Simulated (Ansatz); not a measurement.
# Al4Ni: the cost of one run

Program: Ansatz 0.2.0. Level of theory: DFT PBE, scalar-relativistic, plane waves, PAW, unless a step names another level. These are calculated values, not measurements.

2 further runs of the same task are left out: 2 set aside as unsound or not needed. Runs told in other sessions of the task aren't counted.

## 1. Starting point

The structure is tetragonal, space group P4/nmm (No. 129). Conventional cell: a = 4.071 Å, b = 4.071 Å, c = 9.512 Å, α = 90.00°, β = 90.00°, γ = 90.00°. Al (site symmetry -4m2) has 4 Ni at 2.49 Å and 6 Al at 2.76 to 2.88 Å in its first shell of neighbours. Al (site symmetry 4mm) is surrounded by 12 Al at 2.84 to 2.88 Å. Al (site symmetry 2mm) is surrounded by 2 Ni at 2.43 Å and 9 Al at 2.76 to 2.88 Å. Ni (site symmetry 4mm) has 8 Al at 2.43 to 2.49 Å in its first shell of neighbours.

As a file:

```xyz
10
Lattice="4.0710 0.0000 0.0000 0.0000 4.0710 0.0000 0.0000 0.0000 9.5119" Properties=species:S:1:pos:R:3 pbc="T T T"
Al    0.0000    0.0000    0.0000
Al    2.0355    2.0355    0.0000
Al    0.0000    2.0355    4.7701
Al    2.0355    0.0000    4.7418
Al    0.0000    0.0000    2.7635
Al    2.0355    2.0355    2.7635
Al    2.0355    2.0355    6.7484
Al    0.0000    0.0000    6.7484
Ni    0.0000    2.0355    1.4302
Ni    2.0355    0.0000    8.0817
```

It came out lowest among 18 distinct ends of the trial cells. At a tolerance of 0.05 Å it has space group P4/nmm (No. 129).

## 2. Relaxing to 0.001 eV/Å, on the response runs' mesh and smearing

input.yaml

```yaml
crystal:
  lattice:
    - [4.071009787, 0.0, 0.0]
    - [0.0, 4.071009787, 0.0]
    - [0.0, 0.0, 9.5118944678]
  atoms:
    - { symbol: Al, position: [0.0, 0.0, 0.0] }
    - { symbol: Al, position: [0.5, 0.5, 0.0] }
    - { symbol: Al, position: [0.0, 0.5, 0.5014910256] }
    - { symbol: Al, position: [0.5, 0.0, 0.4985089744] }
    - { symbol: Al, position: [0.0, 0.0, 0.2905286261] }
    - { symbol: Al, position: [0.5, 0.5, 0.2905286261] }
    - { symbol: Al, position: [0.5, 0.5, 0.7094713739] }
    - { symbol: Al, position: [0.0, 0.0, 0.7094713739] }
    - { symbol: Ni, position: [0.0, 0.5, 0.1503617094] }
    - { symbol: Ni, position: [0.5, 0.0, 0.8496382906] }
basis:
  ecutwfc: 420
kpoints:
  mp_grid: { grid: [8, 8, 4] }
hamiltonian:
  xc: pbe
scf:
  occupations: { method: gaussian, width: 0.1 }
output:
  forces: true
  stress: true
  eigenvalues: true
relax:
  adjacent_minimum: "off"
  f_tol: 0.001
  max_steps: 60
  cell: { stress_tol: 0.01 }
```

Launch:

```sh
$ ansatz run input.yaml --threads 3 --pin off --max-ram 7680MiB --backend cpu --events-out ev --progress --plain --runs-dir out
```

**Question.** How long does this run take on 3 threads of Intel Xeon Platinum 8375C at 2.90GHz (Ice Lake), shared host, and how much memory does it need?

About 16 s, with a peak of 0.62 GiB.
